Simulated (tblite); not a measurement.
# C3H10O2Si2: the cost of one run

Computed with tblite 0.8.0 and PySCF 2.14.0, with density-fitted response routines of our own, on a single molecule in the gas phase. Atoms count from 0, in the outputs and in this text.

**1. The starting structure**

17 atoms, charge 0, multiplicity 1; geometry from: force field or distance geometry start.

Bonds of the start (Å): C0–C1 1.32, C1–O2 1.41, O2–Si3 1.74, Si3–O4 1.70, O4–C5 1.41, C5–Si6 1.86, C0–H7 1.10, C0–H8 1.09, C1–H9 1.09, Si3–H10 1.49, Si3–H11 1.44, C5–H12 1.10, C5–H13 1.11, Si6–H14 1.48, Si6–H15 1.47, Si6–H16 1.48.

**2. Relaxing the molecule with GFN2-xTB**

Job settings and geometry (Å):

```
{"job": {"kind": "relax", "xc": "GFN2-xTB", "basis": "xTB"}, "charge": 0, "multiplicity": 1}
C     -3.394200     0.019600    -1.093400
C     -3.130900    -0.026200     0.194200
O     -2.030700     0.741200     0.626500
Si    -0.585000     0.535700    -0.318200
O      0.718800     0.508700     0.773800
C      1.900200     0.423000     0.004100
Si     3.360700     0.404900     1.156500
H     -2.734700     0.677500    -1.676100
H     -4.212300    -0.532500    -1.547600
H     -3.711800    -0.638400     0.891900
H     -0.695400    -0.787600    -1.003900
H     -0.533200     1.560200    -1.335100
H      1.849500    -0.530700    -0.541200
H      1.975000     1.237400    -0.744300
H      2.920500    -0.271100     2.402700
H      3.811800     1.740200     1.560100
H      4.484900    -0.400400     0.640300
```

Launch:

```bash
> OMP_NUM_THREADS=1 python probes_run.py task.json out
```

The driver reads the jobs from task.json and runs them one after another.

**Question.** How long does this first job take on 1 thread of Arm Neoverse N1, shared host?

About 1.4 s.
